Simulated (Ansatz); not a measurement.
# Cl2H6N2OSi2: up Jacob's ladder to CCSD(T)

One table from this session's results is given with a row withheld; the runs are named, their logs left out.

Computed with Ansatz 0.2.0, Gaussian basis. Level: functionals in def2-TZVPP, the program's frozen cores in correlated methods.

Levels to be run: PBE-D4, r2SCAN-D4, PBE0-D4, B3LYP-D4, ωB97X-V, ωB97M-V, B2PLYP; CCSD(T)/def2-TZVPP; MP2/def2-QZVPP; extrapolation to the limit.

## Structure used throughout

The geometry comes from an earlier relaxation with PBE0-D4 in a triple-zeta def2 set; it is a stationary point, not always the lowest conformer.

SMILES `N[SiH](O)[Si](N)(Cl)Cl`, 13 atoms, charge 0, spin multiplicity 1.

Atoms are counted from 1 here; the program's logs count them from 0.

Bond lengths: N1–Si2 1.714 Å, N1–H8 1.008 Å, N1–H9 1.008 Å, Si2–O3 1.647 Å, Si2–Si4 2.334 Å, Si2–H10 1.479 Å, O3–H11 0.959 Å, Si4–N5 1.693 Å, Si4–Cl6 2.094 Å, Si4–Cl7 2.052 Å, N5–H12 1.007 Å, N5–H13 1.008 Å. Angles: Si2–N1–H8 120.8°, Si2–N1–H9 120.3°, H8–N1–H9 111.0°, N1–Si2–O3 118.4°, N1–Si2–Si4 102.2°, N1–Si2–H10 107.1°, O3–Si2–Si4 109.4°, O3–Si2–H10 104.8°, Si4–Si2–H10 115.4°, Si2–O3–H11 117.4°, Si2–Si4–N5 112.3°, Si2–Si4–Cl6 102.9°, Si2–Si4–Cl7 115.9°, N5–Si4–Cl6 113.7°, N5–Si4–Cl7 107.0°, Cl6–Si4–Cl7 104.9°, Si4–N5–H12 122.4°, Si4–N5–H13 119.4° and more.

The first run:

Input file in.yaml:

```yaml
crystal:
  periodic: [false, false, false]
  atoms:
    - {symbol: N, position_ang: [-0.773055, 1.584775, -0.803761]}
    - {symbol: Si, position_ang: [-1.198562, -0.004595, -0.322411]}
    - {symbol: O, position_ang: [-1.770284, -1.043361, -1.465794]}
    - {symbol: Si, position_ang: [0.816731, -0.820150, 0.526002]}
    - {symbol: N, position_ang: [1.438157, 0.158147, 1.760690]}
    - {symbol: Cl, position_ang: [2.037129, -0.908855, -1.173890]}
    - {symbol: Cl, position_ang: [0.773755, -2.741013, 1.247342]}
    - {symbol: H, position_ang: [-1.482383, 2.281927, -0.968608]}
    - {symbol: H, position_ang: [0.030722, 1.739723, -1.392590]}
    - {symbol: H, position_ang: [-2.297046, 0.118913, 0.660875]}
    - {symbol: H, position_ang: [-1.139117, -1.400128, -2.093960]}
    - {symbol: H, position_ang: [2.216566, -0.124701, 2.333831]}
    - {symbol: H, position_ang: [1.347378, 1.159308, 1.692263]}
basis:
  gaussian: {orbitals: def2-TZVPP}
hamiltonian: {xc: pbe, dispersion: d4}
output: {forces: true, orbitals: {seedname: orbitals}}
```

The run is started by

```console
> ansatz run in.yaml --threads 2 --pin off --events-out ev --progress --plain --max-ram 32768MiB --backend cuda --devices 0, --max-vram 18GiB
```

Among the steps run: PBE-D4 (GGA); r2SCAN-D4 (meta-GGA); PBE0-D4 (hybrid); B3LYP-D4 (hybrid); ωB97X-V (range-separated); ωB97M-V (range-separated); B2PLYP (double hybrid); CCSD(T) in def2-TZVPP; MP2 in def2-QZVPP.

One of the session's tables, all rows but one given; the rest of the session is left out.

| method | atomisation energy (kcal/mol) |
| --- | --- |
| PBE-D4 | 1120.1 |
| r2SCAN-D4 | ? |
| PBE0-D4 | 1098.0 |
| B3LYP-D4 | 1099.9 |
| ωB97X-V | 1110.7 |
| ωB97M-V | 1109.7 |
| B2PLYP | 1085.0 |
| HF/def2-TZVPP | 764.3 |
| MP2/def2-TZVPP | 1090.2 |
| CCSD/def2-TZVPP | 1045.2 |
| CCSD(T)/def2-TZVPP | 1064.4 |
| MP2/CBS | 1131.8 |
| CCSD(T)/CBS | 1106.1 |

**Question.** Estimate the row for r2SCAN-D4.

The run gave: atomisation energy (kcal/mol): 1101.9. In the column «atomisation energy (kcal/mol)» it lies between B3LYP-D4 (1099.9) and CCSD(T)/CBS (1106.1).
